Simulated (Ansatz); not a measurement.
# MnO: the cost of one run

Method: DFT PBE+U, PAW, plane waves, scalar-relativistic; U − J = 3.9 eV on Mn d, in Ansatz 0.2.0.

**1. The structure to begin with**

It takes space group Fm-3m (No. 225, cubic). Conventional cell: a = 4.410 Å, b = 4.410 Å, c = 4.410 Å, α = 90.00°, β = 90.00°, γ = 90.00°. Mn (site symmetry m-3m) has 6 O at 2.21 Å as nearest neighbours. O (site symmetry m-3m) has 6 Mn at 2.21 Å as nearest neighbours.

As a file:

```cif
data_structure
_symmetry_space_group_name_H-M 'Fm-3m'
_symmetry_Int_Tables_number 225
_cell_length_a 4.4100
_cell_length_b 4.4100
_cell_length_c 4.4100
_cell_angle_alpha 90.000
_cell_angle_beta 90.000
_cell_angle_gamma 90.000
_cell_volume 85.77
loop_
_atom_site_label
_atom_site_type_symbol
_atom_site_symmetry_multiplicity
_atom_site_Wyckoff_symbol
_atom_site_fract_x
_atom_site_fract_y
_atom_site_fract_z
_atom_site_occupancy
Mn1 Mn 4 a 0.00000 0.00000 0.00000 1
O1 O 4 b 0.50000 0.00000 0.00000 1
```

Atoms are counted from 1 in the order of input.yaml (O4 and so on).

Known so far: 7 plain starts ended in 5 states. The lowest came from “opposed moments +-, plain SCF [Mn1 4.50, Mn2 -4.50 μB]”: antiferromagnetic, site moments Mn1 4.24, Mn2 -4.24 μB, total 0.00 μB per cell, a gap of 0.74 eV on the k-mesh, free energy -8931.1111 eV.

Runs to come: parallel moments, default search for lower states; opposed moments +-, default search for lower states; whole orbital fillings typed, symmetry off, plain SCF; the moments typed in its input, symmetry off, plain SCF; the moments typed in its input, standard search for lower states; the moments typed in its input, symmetry off, default search.

A plain SCF has the search for lower states switched off and ends at the first converged state. The default search lets the program follow hints of a lower state (another filling of open shells, a soft direction), where it sees any. The standard and full searches may also try other magnetic orders and fillings, and need not reach the lowest state. With a search on, the program may also reshape the start on open shells. Ends within 0.2 meV/atom and 0.1 μB count as one state.

Site moments are integrals over atomic spheres and don't add up to the total.

**2. Parallel moments, default search for lower states**

Input file input.yaml:

```yaml
crystal:
  lattice:
    - [-2.205, -4.41, -2.205]
    - [-2.205, 0.0, -2.205]
    - [2.205, 0.0, -2.205]
  atoms:
    - { symbol: Mn, position: [0.0, 0.0, 0.0], spin: 4.5 }
    - { symbol: Mn, position: [0.5, 0.0, 0.5], spin: 4.5 }
    - { symbol: O, position: [0.0, 0.5, 0.5] }
    - { symbol: O, position: [0.5, 0.5, 0.0] }
magnetization:
  spin_polarized: true
hamiltonian:
  xc: pbe
  pseudopotentials: { kind: paw }
  hubbard: { sites: [{ species: Mn, l: d, u_eff: 3.9 }] }
basis:
  ecutwfc: 420
kpoints:
  mp_grid: { grid: [5, 8, 7] }
scf:
  occupations: { method: fermi_dirac, width: 0.05 }
output:
  forces: true
  stress: true
  write_density: true
  write_potential: true
  elf: true
  volumetric_format: npy
```

On the command line:

```console
ansatz run input.yaml --threads 2 --pin off --max-ram 5120MiB --backend cpu --events-out ev --progress --plain --runs-dir out
```

Q: Estimate wall time and peak memory on 2 threads of Arm Neoverse V2, shared host.

About 11 s, with a peak of 0.52 GiB.
